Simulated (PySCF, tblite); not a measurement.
**C₈H₈N radical: geometry, infrared bands and EPR parameters**

What infrared bands and EPR parameters should C₈H₈N radical (`[H]/N=C\c1ccc([CH2])cc1`) show?

Computed with tblite 0.8.0 and PySCF 2.14.0, with density-fitted response routines of our own, on a single molecule in the gas phase. Atoms count from 0, in the outputs and in this text.

**1. Starting geometry**

17 atoms, charge 0, multiplicity 2; geometry from: force field or distance geometry start.

Bonds of the start (Å): C0–C1 1.47, C1–C2 1.40, C2–C3 1.41, C3–C4 1.39, C4–C5 1.48, C5–N6 1.29, C4–C7 1.41, C7–C8 1.40, C8–C1 1.39, C0–H9 1.07, C0–H10 1.08, C2–H11 1.08, C3–H12 1.10, C5–H13 1.10, N6–H14 1.02, C7–H15 1.09, C8–H16 1.09.

**2. Optimising the geometry with GFN2-xTB**

The job: settings as JSON, then the geometry in Å.

```
{"job": {"kind": "relax", "xc": "GFN2-xTB", "basis": "xTB"}, "charge": 0, "multiplicity": 2}
C      3.068600     0.072500    -0.056800
C      1.603600    -0.002500    -0.038000
C      0.983200    -1.245400     0.134100
C     -0.422700    -1.313400     0.148500
C     -1.195300    -0.163800     0.033400
C     -2.668800    -0.314300     0.058100
N     -3.532700     0.646200     0.022900
C     -0.558900     1.079400    -0.131500
C      0.837600     1.145100    -0.160600
H      3.655500    -0.821600     0.051600
H      3.547100     1.031200    -0.181200
H      1.553900    -2.156900     0.237300
H     -0.897700    -2.291800     0.292600
H     -3.049600    -1.345100     0.122900
H     -3.105700     1.575600    -0.020400
H     -1.133000     1.994500    -0.237000
H      1.308100     2.122400    -0.285800
```

Started as:

```sh
$ OMP_NUM_THREADS=1 python probes_run.py task.json out
```

This one command runs all jobs of the session in turn.

**Question.** This job is followed by: GFN2-xTB harmonic vibrations, gas phase; UKS B3LYP, pcH-1 on C H N, non-relativistic, mean-field spin-orbit, GIAO. Predict these results of the whole session: strongest single infrared mode (GFN2-xTB); zero-point energy (GFN2-xTB); g(iso) (B3LYP); ⟨S²⟩; largest a(iso) (averaged by class); potential on the surface of density 0.002 e/bohr³, 1st and 99th percentile.

The runs gave:

| quantity | value |
| --- | --- |
| strongest single infrared mode (GFN2-xTB) | 1659 cm⁻¹, 239 km/mol |
| zero-point energy (GFN2-xTB) | 83.1 kcal/mol |
| g(iso) (B3LYP) | 2.00281 |
| ⟨S²⟩ | 0.789 (exact 0.75) |
| largest a(iso) (averaged by class) | 13C on C0, 54.8 MHz |
| potential on the surface of density 0.002 e/bohr³, 1st and 99th percentile | -1.95 V and 1.33 V |

In words: The optimisation took 24 steps and gained 0.310 eV; among the close pairs (by a distance rule), C0–C1 changed most, from 1.467 to 1.372 Å. All 45 modes are real, so the xTB geometry is a minimum. The strongest single mode, at 1659 cm⁻¹, moves mainly C5 and N6. GFN2-xTB is a fitted tight-binding method: band positions and strengths are rough. Its intensities can rank the bands wrongly. C0 carries the largest spin population, 0.69 e. The isotropic g lies 0.5 ppt above the free-electron value. The conformer search found further structures of the same energy, which may be mirror or relabelled copies of this one.
